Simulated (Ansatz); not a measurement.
NbB2, space group P6/mmm: a comparison of functionals at one structure, run with Ansatz 0.2.0 through its Python package.

Script `xc.py`:
```python
# -*- coding: utf-8 -*-
"""Functional comparison for NbB2 (totals differ with the potentials too)."""

import ansatz
from pymatgen.core import Lattice, Structure
from pymatgen.io.ase import AseAtomsAdaptor
from tabulate import tabulate

pmg_structure = Structure(
    Lattice([(3.086, 0.0, 0.0), (-1.543, 2.672554, 0.0), (0.0, 0.0, 3.306)]),
    ["Nb", "B", "B"],
    [
        (0.0, 0.0, 0.0),
        (1 / 3, 2 / 3, 0.5),
        (2 / 3, 1 / 3, 0.5),
    ],
)
crystal = ansatz.Crystal.from_ase(AseAtomsAdaptor.get_atoms(pmg_structure))

calculation = (
    crystal.calculation()
    .scf(algorithm="density_mixing")
    .basis(420)
    .kpoints(9, 9, 7)
    .occupations(ansatz.OccupationsMethod.COLD)
    .stress()
)

rows = []
for value in ["lda", "pbesol", "blyp"]:
    r = calculation.functional(value).run(threads=1, backend="cpu").report
    rows.append((value, r["free_energy_ev"] / len(r["lattice"]["sites"]), r["n_iterations"], sum(r["stress_gpa"][i][i] for i in range(3)) / 3, r["n_kpoints"]))

print(tabulate(rows, headers=["functional", "F/atom (eV)", "iterations", "P (GPa)", "k-points"], floatfmt=".4f", tablefmt="github"))
```

Which functional puts this cell under the lowest pressure, and which under the highest?

From lowest to highest: LDA (-5.0 GPa), PBEsol (0.5 GPa) and BLYP (15.1 GPa). At a fixed cell a lower pressure usually means a smaller equilibrium volume, so LDA prefers the smallest cell and BLYP the largest.

The output:

```console
$ python xc.py
| functional   |   F/atom (eV) |   iterations |   P (GPa) |   k-points |
|--------------|---------------|--------------|-----------|------------|
| lda          |    -1581.4958 |            5 |   -5.0390 |         48 |
| pbesol       |    -1601.0501 |            6 |    0.4595 |         48 |
| blyp         |    -1626.4410 |            6 |   15.1120 |         48 |
```

What to keep in mind:
- The run is spin-unpolarised.
- BLYP can be off by several per cent in the lattices of metals, and by several GPa in the pressure at a fixed cell.
- For a metal this k-point mesh is coarse: on a finer one energies can move by several to tens of meV an atom and pressures by half a GPa or more, differences at one mesh by less.
- Of the deposited cell: the entry's cell lengths or inner coordinates differ somewhat from later room-temperature determinations.
- Pressure is positive in compression.
- The starting cell is as deposited in a crystallographic database; the results hold for this polymorph, which needn't be the stable one.
- Total energies of different functionals can't be compared; pressures, moments and gaps at this one structure can.
- Timing: 4.8 s on 1 thread of Arm Neoverse V1, on a shared host, peak memory 0.42 GiB.

(A comment or docstring line of the script was reworded after the run, the code is as it ran; lines on the test bed's own set-up are left out of the output.)
